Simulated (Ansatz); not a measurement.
# Be5Te2: the cost of one run

Method: DFT PBE, scalar-relativistic, plane waves, PAW, unless a step names another level, in Ansatz 0.2.0.

11 further runs of the same task are left out: 11 set aside as unsound or not needed. Runs told in other sessions of the task aren't counted.

## Step 1: What the formula suggests

Pauling electronegativities: Be 1.57, Te 2.10 (spread 0.53). No set of common oxidation states balances it. Tabulated atomic sizes suggest about 14 Å³/atom. 27 candidates were drawn, by swapping species into database cells of other compounds, at random by space group and Wyckoff sites, or by hand, as the table says:

| name | made from | space group no. | Wyckoff sites | atoms (primitive cell) | V (Å³/atom) |
| --- | --- | --- | --- | --- | --- |
| c01 | random | 164 | Be 2c, 2c, 1a; Te 2d | 7 | 15.0 |
| c02 | random | 75 | Be 4d, 1b; Te 1a, 1b | 7 | 17.5 |
| c03 | random | 187 | Be 2i, 2i, 1d; Te 1b, 1a | 7 | 16.9 |
| c04 | database cell of Rb2Te5 | 12 | Be 2a, 8j; Te 4i | 7 | 16.4 |
| c05 | random | 115 | Be 4k, 1c; Te 2g | 7 | 18.0 |
| c06 | built by hand: CaAl2Si2-derived Be3 sheet intergrowth | 164 | Be 1a, 2d, 2d; Te 2d | 7 | 15.4 |
| c07 | database cell of Ga2Te5 | 87 | Be 8h, 2a; Te 4d | 7 | 16.4 |
| c08 | random | 12 | Be 4f, 2a, 2d, 2b; Te 4i | 7 | 16.0 |
| c09 | random | 99 | Be 4e, 1b; Te 2c | 7 | 17.7 |
| c10 | random | 164 | Be 3e, 2d; Te 1b, 1a | 7 | 18.5 |
| c11 | database cell of Ta2O5 | 5 | Be 4c, 4c, 2b; Te 4c | 7 | 13.0 |
| c12 | random | 216 | Be 16e, 4d; Te 4a, 4c | 7 | 15.7 |
| c13 | random | 71 | Be 8k, 2d; Te 4i | 7 | 16.8 |
| c14 | built by hand: W2B5 | 194 | Be 2b, 2d, 2a, 4f; Te 4f | 14 | 14.5 |
| c15 | random | 191 | Be 1a, 2d, 2c; Te 2e | 7 | 16.4 |
| c16 | random | 123 | Be 4n, 1c; Te 2g | 7 | 15.0 |
| c17 | database cell of Ta2O5 | 47 | Be 2q, 1h, 1b, 1e; Te 1d, 1a | 7 | 17.0 |
| c18 | database cell of Ta2O5 | 10 | Be 2n, 2m, 1c; Te 2m | 7 | 18.5 |
| c19 | database cell of Li5Tl2 | 166 | Be 6c, 3b, 6c; Te 6c | 7 | 16.3 |
| c20 | random | 166 | Be 9d, 6c; Te 6c | 7 | 18.1 |
| c21 | random | 166 | Be 9e, 6c; Te 3b, 3a | 7 | 15.9 |
| c22 | random | 3 | Be 1c, 1c, 1d, 2e; Te 1b, 1a | 7 | 17.7 |
| c23 | built by hand: Mo2B5 | 166 | Be 6c, 3b, 6c; Te 6c | 7 | 14.4 |
| c24 | random | 12 | Be 4i, 4e, 2c; Te 2a, 2d | 7 | 16.4 |
| c25 | built by hand: zincblende BeTe(111)/Be polar intergrowth | 156 | Be 1a, 1a, 1c, 1b, 1c; Te 1b, 1c | 7 | 16.2 |
| c26 | random | 164 | Be 3e, 2d; Te 2c | 7 | 15.6 |
| c27 | built by hand: zincblende BeTe(001)/Be tetragonal intergrowth | 115 | Be 2f, 2e, 1a; Te 2g | 7 | 16.3 |

## Step 2: Screening run of c16

Contents of input.yaml:

```yaml
crystal:
  lattice:
    - [4.36954049, 0.0, 0.0]
    - [0.0, 4.36954049, 0.0]
    - [0.0, 0.0, 5.51066034]
  atoms:
    - { symbol: Be, position: [0.85388808, 0.5, 0.0] }
    - { symbol: Be, position: [0.14611192, 0.5, 0.0] }
    - { symbol: Be, position: [0.5, 0.85388808, 0.0] }
    - { symbol: Be, position: [0.5, 0.14611192, 0.0] }
    - { symbol: Be, position: [0.5, 0.5, 0.0] }
    - { symbol: Te, position: [0.0, 0.0, 0.234335] }
    - { symbol: Te, position: [0.0, 0.0, 0.765665] }
basis:
  ecutwfc: 420
kpoints:
  mp_grid: { grid: [4, 4, 3] }
hamiltonian:
  xc: pbe
scf:
  occupations: { method: gaussian, width: 0.2 }
  lower_state_search: "off"
output:
  forces: true
  stress: true
  eigenvalues: true
relax:
  adjacent_minimum: "off"
  f_tol: 0.08
  max_steps: 16
  cell: { stress_tol: 0.8 }
```

On the command line:

```sh
> ansatz run input.yaml --threads 1 --pin off --max-ram 2560MiB --backend cpu --events-out ev --progress --plain --runs-dir out
```

Q: Estimate wall time and peak memory on 1 thread of Intel Xeon 6975P-C (Granite Rapids), shared host.

About 25 s, with a peak of 0.48 GiB.
